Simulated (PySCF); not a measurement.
# C6H13N: the cost of one run

Computed with PySCF 2.14.0 and routines of our own; the level stands in each step. Atoms count from 0.

## Step 1: The system as given

20 atoms, charge 0, multiplicity 1; geometry from: GFN2-xTB.

## Step 2: Circular dichroism and optical rotation: TDDFT B3LYP/def2-SVPD

What the job is given:

```
{"job": {"kind": "ecd", "xc": "B3LYP", "basis": "def2-SVPD", "nstates": 16}, "charge": 0, "multiplicity": 1}
C     -2.963285    -0.034106    -0.201895
C     -1.675499    -0.535454    -0.849417
C     -0.488994     0.297238    -0.425133
C      0.193756     0.024901     0.883012
C      0.893746    -0.284157    -0.410084
C      2.086717     0.549248    -0.838728
N      3.339495     0.185936    -0.193884
H     -2.881897    -0.077022     0.881846
H     -3.810710    -0.642324    -0.509776
H     -3.156638     0.997209    -0.488915
H     -1.509711    -1.577673    -0.568048
H     -1.775212    -0.495533    -1.937578
H     -0.566724     1.338533    -0.717188
H      0.541745     0.866320     1.464419
H     -0.161864    -0.799899     1.482904
H      0.983226    -1.333525    -0.672336
H      2.234379     0.454959    -1.919266
H      1.897508     1.602531    -0.613379
H      3.236594     0.249578     0.814218
H      3.578219    -0.776083    -0.412899
```

Method: TDDFT B3LYP/def2-SVPD circular dichroism and optical rotation, one conformer, gas phase.

The run is started by

```bash
$ OMP_NUM_THREADS=1 python excited_run.py task.json out
```

The driver reads the jobs from task.json and runs them one after another.

**Question.** How long does this job take on 1 thread of Arm Neoverse V1, shared host, and how much memory does it need?

About 92 s, with a peak of 1 GiB.
